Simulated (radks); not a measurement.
# The first electron to leave Zn¹³⁺

Zn¹³⁺ stands in [Ne] 3s2 3p5. From which sub-shell is an electron easiest to take? Each removal is a run of its own. The parent's configuration is the lowest that an earlier search found at this level.

Program: radks (a radial shooting solver on a logarithmic mesh, Libxc functionals) version 1. Level of theory: scalar-relativistic Kohn-Sham, r2SCAN, spin-polarised, spherical densities, finite nucleus; open shells are filled with parallel spins first. These are calculated values, not measurements, unless marked.

2 further runs of the same task are left out: 2 set aside as unsound or not needed.

### Step 1. The atom as given

* element: zinc (Z = 30)
* charge: +13
* electrons: 17
* configuration: [Ne] 3s2 3p5
* nuclear rms radius: 3.9283 fm

Outer shells as boxes (Hund's rule):

Zn¹³⁺
```
[Ne] core
3s [↑↓]
3p [↑↓][↑↓][↑ ]
```

### Step 2. The parent, Zn¹³⁺

From an earlier run at this level the parent has E = -1719.959891 hartree and these outer levels (eV):

```csv
level,occupation,energy (eV)
2s up,1,-1591.7
2s down,1,-1591.3
2p up,3,-1435.9
2p down,3,-1434.7
3s up,1,-491.31
3s down,1,-487.44
3p up,3,-441.55
3p down,2,-437.66
```

### Step 3. Remove 3p: [Ne] 3s2 3p4

Settings of this run:

```text
Z 30
configuration [Ne] 3s2 3p4
relativity scalar-relativistic
functional r2scan,r2scan
spin polarised
nucleus finite rms 3.9283 fm
c 137.035999084
```

### Step 4. Remove 3s: [Ne] 3s1 3p5

Input: that of step 3 with these lines changed.

```diff
@@ -1,3 +1,3 @@
 Z 30
-configuration [Ne] 3s2 3p4
+configuration [Ne] 3s1 3p5
 relativity scalar-relativistic
```

### Step 5. Remove 2p: [He] 2s2 2p5 3s2 3p5

Input: that of step 4 with these lines changed.

```diff
@@ -1,3 +1,3 @@
 Z 30
-configuration [Ne] 3s1 3p5
+configuration [He] 2s2 2p5 3s2 3p5
 relativity scalar-relativistic
```

### Step 6. Remove 2s: [He] 2s1 2p6 3s2 3p5

Settings of this run:

```text
Z 30
configuration [He] 2s1 2p6 3s2 3p5
relativity scalar-relativistic
functional r2scan,r2scan
spin polarised
nucleus finite rms 3.9283 fm
c 137.035999084
```

Q: Predict the outcome of this session. Wanted: for each run, case; final configuration; Δ-SCF; −ε of the level emptied.

The runs gave:

```csv
case,final configuration,Δ-SCF (eV),−ε of the level emptied (eV)
remove 3p,[Ne] 3s2 3p4,454.85,437.66
remove 3s,[Ne] 3s1 3p5,504.38,487.44
remove 2p,[He] 2s2 2p5 3s2 3p5,1482.6,1434.7
remove 2s,[He] 2s1 2p6 3s2 3p5,1631.9,1591.3
```

In words: Removal from 3p costs least (454.85 eV), ahead of 3s (504.38 eV). 3p is also the highest occupied level of the parent. NIST lists 453.4 eV (semi-empirical), between the same two configurations. Open shells are spherical and high-spin; term and fine-structure splittings are not resolved.
